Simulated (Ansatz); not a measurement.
# GeNH₃ + H₂S: a complex and its separated parts

Aim: how far the complex at one end of a reaction step lies below its separated, relaxed parts, level by level.

Program: Ansatz 0.2.0, Gaussian basis. Level of theory: PBE0-D4/def2-TZVP structures, single points in def2-TZVPP, no counterpoise correction. These are calculated values, not measurements.

Levels: SPW92, PBE-D4, BLYP-D4, r2SCAN-D4, B97M-V, PBE0-D4, B3LYP-D4, r2SCAN0-D4, BHLYP-D4, CAM-B3LYP-D4, wB97X-V, wB97M-V, B2PLYP, PBE-QIDH, RPA on PBE, Hartree-Fock, MP2, CCSD, CCSD(T).

Cores are frozen in the correlated methods. Filled d shells of the heavier atoms are correlated. B3LYP uses VWN-RPA correlation. B2PLYP carries no dispersion term here.

11 further runs of the same task are left out: 11 set aside as unsound or not needed.

### 1 Starting geometry

The complex: 8 atoms, charge 0, spin multiplicity 1.

Atoms are counted from 1 here; the program's logs count them from 0.

Bond lengths: Ge1–N3 1.711 Å, Ge1–H5 1.532 Å, Ge1–H6 1.544 Å, S2–H4 1.343 Å, S2–H7 1.343 Å, N3–H8 1.020 Å. Angles: N3–Ge1–H5 117.5°, N3–Ge1–H6 129.3°, H5–Ge1–H6 112.2°, H4–S2–H7 92.2°, Ge1–N3–H8 110.3°.

Geometry (Å):

```tsv
atom	x (Å)	y (Å)	z (Å)
Ge1	-0.4307	-0.1357	0.9912
S2	1.6710	0.4547	-1.0512
N3	-1.8475	-0.1905	0.0326
H4	0.5851	0.4401	-1.8421
H5	0.2975	-1.4579	1.2541
H6	0.1101	1.0127	1.8708
H7	1.9067	-0.8501	-1.2613
H8	-2.2923	0.7268	0.0058
```

Its parts: GeNH₃ holds atoms 1, 3, 5, 6, 8; H₂S holds atoms 2, 4, 7. Each part counts its atoms afresh in its own runs.

### 2 Relaxing GeNH₃ alone

File relax-a/in.yaml:

```yaml
crystal:
  periodic: [false, false, false]
  atoms:
    - {symbol: Ge, position_ang: [-0.430700, -0.135654, 0.991159]}
    - {symbol: N, position_ang: [-1.847487, -0.190530, 0.032633]}
    - {symbol: H, position_ang: [0.297462, -1.457870, 1.254129]}
    - {symbol: H, position_ang: [0.110114, 1.012655, 1.870776]}
    - {symbol: H, position_ang: [-2.292287, 0.726837, 0.005788]}
basis:
  gaussian: {orbitals: def2-TZVP}
hamiltonian: {xc: pbe0, dispersion: d4}
relax: {f_tol: 0.005, max_steps: 200}
```

The command line of these runs was not kept.

The runs that follow: Relaxing H₂S alone; wB97M-V/def2-TZVPP; CCSD(T)/def2-TZVPP; Vibrations of GeNH₃; Vibrations of H₂S.

Q: Predict the outcome of this session. Wanted: complex less parts, CCSD(T)/def2-TZVPP; with zero-point energy; largest T1 diagnostic.

The runs gave:

| quantity | value |
| --- | --- |
| complex less parts, CCSD(T)/def2-TZVPP | -0.126 eV |
| with zero-point energy | -0.057 eV |
| largest T1 diagnostic | 0.018 |

**Reading.** At CCSD(T) the complex lies 0.126 eV below its parts. The functionals run from B2PLYP, off by +0.011 eV, to SPW92, off by -0.270 eV, against CCSD(T). By rung, the mean size of the error is: LDA 0.270, GGA 0.119, meta-GGA 0.094, hybrid 0.113, range-separated hybrid 0.082, double hybrid 0.043 eV. PBE-D4 gives a relative energy 0.150 eV too low, an error of 119 % of the reference. No counterpoise was applied, and triple zeta lacks some correlation, so the CCSD(T) reference has a basis error of its own, and close matches with it are partly luck. The restricted Hartree–Fock reference is unstable towards an unrestricted one at one or more of these structures.
